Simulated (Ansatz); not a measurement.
**GaH4+ (singlet): the correlation ladder at distance H3–H5 = 1.662 Å, cc-pVDZ**

The task here is to estimate one member of a computed series from the others.

Method: cc-pVDZ, core rule «outside noble gas», up to 14 orbitals frozen; program: Ansatz 0.2.0, Gaussian basis.

Plan: UHF; CCSD(T) on RHF; CCSD(T) on UHF; BCCD(T) on RHF; CISD; CCSDT(Q) on RHF; CCSDT(Q) on UHF; CASSCF and MRCISD+Q, 2 electrons in 2 orbitals; CASSCF and NEVPT2, 2 electrons in 2 orbitals; Full CI.

45 further runs of the same task are left out: 24 for a known fault of the program, 16 that didn't finish, 5 set aside as unsound or not needed.

### What is computed

The geometry derives from a PBE0/def2-TZVP stationary point (not a proven minimum). One bond is set to the value named and the two fragments are kept rigid. No spin-orbit coupling is included. The filled d shell of Ga may be among the frozen orbitals whatever the setting's name suggests; the logs give the count.

5 atoms, charge 1, spin multiplicity 1.

Atoms are counted from 1 here; the program's logs count them from 0.

Bond lengths: Ga1–H2 1.527 Å, Ga1–H4 1.527 Å. Angles: H2–Ga1–H4 169.3°.

Set-up of the first run:

File in.yaml:

```yaml
crystal:
  periodic: [false, false, false]
  atoms:
    - {symbol: Ga, position_ang: [0.000000, 0.012258, -0.055194]}
    - {symbol: H, position_ang: [0.000000, 1.532931, -0.197915]}
    - {symbol: H, position_ang: [0.000000, 0.394780, 2.106890]}
    - {symbol: H, position_ang: [0.000000, -1.508415, -0.197915]}
    - {symbol: H, position_ang: [0.000000, -1.267220, 2.106890]}
basis:
  gaussian: {orbitals: cc-pVDZ}
total_charge: 1
magnetization: {spin_polarized: true, initial_magnetization: 0}
hamiltonian: {xc: hf}
output: {orbitals: {seedname: orbitals}}
```

The run is started by

```console
$ ansatz run in.yaml --threads 1 --pin off --events-out ev --progress --plain --max-ram 2393MiB
```

Among the steps run: UHF; CCSD(T) on RHF; CCSD(T) on UHF; BCCD(T) on RHF; CISD; CCSDT(Q) on RHF; CCSDT(Q) on UHF; CASSCF and MRCISD+Q, 2 electrons in 2 orbitals; CASSCF and NEVPT2, 2 electrons in 2 orbitals; Full CI.

One table of the session follows, with a row left open; its other results are not shown here.

| method | from FCI (kcal/mol) |
| --- | --- |
| RHF | +82.69 |
| UHF | +67.74 |
| RMP2 | +25.66 |
| UMP2 | +29.94 |
| RCCSD | +1.43 |
| UCCSD | +1.78 |
| RCCSD(T) | +0.34 |
| UCCSD(T) | +0.56 |
| BCCD(T) | +0.35 |
| RCCSDT | +0.06 |
| UCCSDT | +0.09 |
| RCCSDT(Q) | +0.02 |
| UCCSDT(Q) | ? |
| CASSCF pair | +48.44 |
| NEVPT2 pair | +13.23 |
| MRCISD pair | +2.10 |
| MRCISD+Q pair | -0.30 |
| FCI | 0 |

Q: Estimate the row for UCCSDT(Q) from the others.

**Answer.** from FCI (kcal/mol): +0.04. In the column «from FCI (kcal/mol)» it lies between RCCSDT(Q) (+0.02) and RCCSDT (+0.06).

Among the levels timed on like hardware and quicker than the yardstick, those that no quicker one beats, quickest first: RCCSD(T) (0.63 s, +0.34 kcal/mol); MRCISD+Q pair (1.6 s, -0.30 kcal/mol); RCCSDT(Q) (2.4 s, +0.02 kcal/mol).

Not comparable, so not listed: CISD (they don't share determinant, frozen orbitals or solution with the rows shown, or repeat one).

Limits of these values: The determinant is far from a pure spin state, so its energy mixes those of several spin states (harmless only where they are near-degenerate, as at dissociation). The yardstick is full CI for this spin, exact in this basis with these frozen cores. MRCISD+Q pair falls below full CI: the +Q correction isn't variational, and the cores differ from full CI's. Of the multireference levels listed MRCISD+Q pair comes nearest in total energy (-0.30 kcal/mol), which doesn't show that its space is the better one. Restricted and unrestricted rows rest on different reference determinants; where their highest levels disagree by more than a few hundredths of an eV, they describe different states and don't form one ladder.
